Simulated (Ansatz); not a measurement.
**C7H6O: energies up the ladder**

Aim: energies up the ladder, for C7H6O, with the cost of each level.

Computed with Ansatz 0.2.0 (the levels named in each step, unless a step's input says otherwise).

### 1 Starting point

Bond lengths: C1–C2 1.367 Å, C2–C3 1.441 Å, C3–C4 1.366 Å, C4–C5 1.392 Å, C5–C6 1.443 Å, C6–O7 1.238 Å, C2–C8 1.415 Å, C6–C8 1.426 Å, C1–H9 1.077 Å, C1–H10 1.077 Å, C3–H11 1.078 Å, C4–H12 1.082 Å, C5–H13 1.081 Å, C8–H14 1.080 Å. Angles (14 of 21 angles, heavy atoms first): C1–C2–C3 119.9°, C1–C2–C8 120.3°, C3–C2–C8 119.4°, C2–C3–C4 118.5°, C3–C4–C5 121.4°, C4–C5–C6 123.8°, C5–C6–O7 122.8°, C5–C6–C8 113.3°, O7–C6–C8 123.4°, C2–C8–C6 123.3°, C2–C1–H9 121.4°, C2–C1–H10 121.2°, C2–C3–H11 119.3°, C4–C3–H11 122.2°.

Coordinates:

```xyz
14

C     2.6279    0.1351    0.0932
C     1.2658    0.2365    0.1384
C     0.6430    1.5356    0.1573
C    -0.7192    1.6057    0.0910
C    -1.4991    0.4610   -0.0451
C    -0.9553   -0.8704   -0.1652
O    -1.6668   -1.8799   -0.2474
C     0.4591   -0.9184    0.0077
H     3.2535    1.0099    0.0321
H     3.1147   -0.8239    0.0408
H     1.2605    2.4155    0.2341
H    -1.2154    2.5658    0.1329
H    -2.5738    0.5269    0.0525
H     0.9053   -1.8936    0.1317
```

### 2 A rough first relaxation, PBE-D4/def2-SVP

input.yaml reads:

```yaml
crystal:
  periodic: [false, false, false]
  atoms:
    - { symbol: C, position_ang: [2.62794, 0.13512, 0.09318] }
    - { symbol: C, position_ang: [1.26579, 0.23654, 0.13835] }
    - { symbol: C, position_ang: [0.64297, 1.53557, 0.15726] }
    - { symbol: C, position_ang: [-0.71923, 1.60574, 0.09101] }
    - { symbol: C, position_ang: [-1.49907, 0.46104, -0.04506] }
    - { symbol: C, position_ang: [-0.95532, -0.87037, -0.16517] }
    - { symbol: O, position_ang: [-1.66685, -1.87989, -0.24743] }
    - { symbol: C, position_ang: [0.45914, -0.91838, 0.00766] }
    - { symbol: H, position_ang: [3.25348, 1.00987, 0.03211] }
    - { symbol: H, position_ang: [3.11465, -0.82395, 0.0408] }
    - { symbol: H, position_ang: [1.26051, 2.4155, 0.23414] }
    - { symbol: H, position_ang: [-1.21545, 2.56579, 0.13291] }
    - { symbol: H, position_ang: [-2.57377, 0.52691, 0.05246] }
    - { symbol: H, position_ang: [0.9053, -1.8936, 0.13173] }
basis:
  gaussian: { orbitals: def2-SVP }
hamiltonian:
  xc: pbe
  dispersion: d4
relax:
  f_tol: 0.03
  max_steps: 200
```

Run with:

```
$ ansatz run input.yaml --threads 4 --pin off --max-ram 10240MiB --backend cpu --events-out ev --progress --plain --runs-dir out
```

After this run come: Relaxation, PBE0-D4/def2-TZVP; Relaxation, PBE0-D4/def2-SVP; Frequencies, PBE0-D4/def2-SVP; Single point, PBE-D4/def2-TZVPP; Single point, r2SCAN-D4/def2-TZVPP; Single point, B3LYP-D4/def2-TZVPP; Single point, wB97M-V/def2-TZVPP; Single point, B2PLYP/def2-TZVPP; Single point, PBE0-D4/def2-TZVPP; Single point, LDA/def2-TZVPP; Single point, PBE0-D4/def2-SVP; Single point, PBE-D4/def2-SVP.

Q: Predict the outcome of this session. Wanted: C1–C2 at PBE0-D4/def2-SVP; C2–C3 at PBE0-D4/def2-SVP; C2–C8 at PBE0-D4/def2-SVP; frequencies at PBE0-D4/def2-SVP; energy at PBE-D4/def2-SVP.

The runs gave:

| quantity | value |
| --- | --- |
| C1–C2 at PBE0-D4/def2-SVP | 1.368 Å |
| C2–C3 at PBE0-D4/def2-SVP | 1.454 Å |
| C2–C8 at PBE0-D4/def2-SVP | 1.422 Å |
| frequencies at PBE0-D4/def2-SVP | 99 to 3284 cm⁻¹ |
| energy at PBE-D4/def2-SVP | -9382.973 eV |

In words: The C1–C2 distance spreads over 0.008 Å, from PBE0-D4/def2-TZVP (shortest) to PBE0-D4/def2-SVP. No mode is imaginary, so the geometry is a minimum. These totals serve in differences with atoms or fragments at the same level; alone they don't rank the methods.
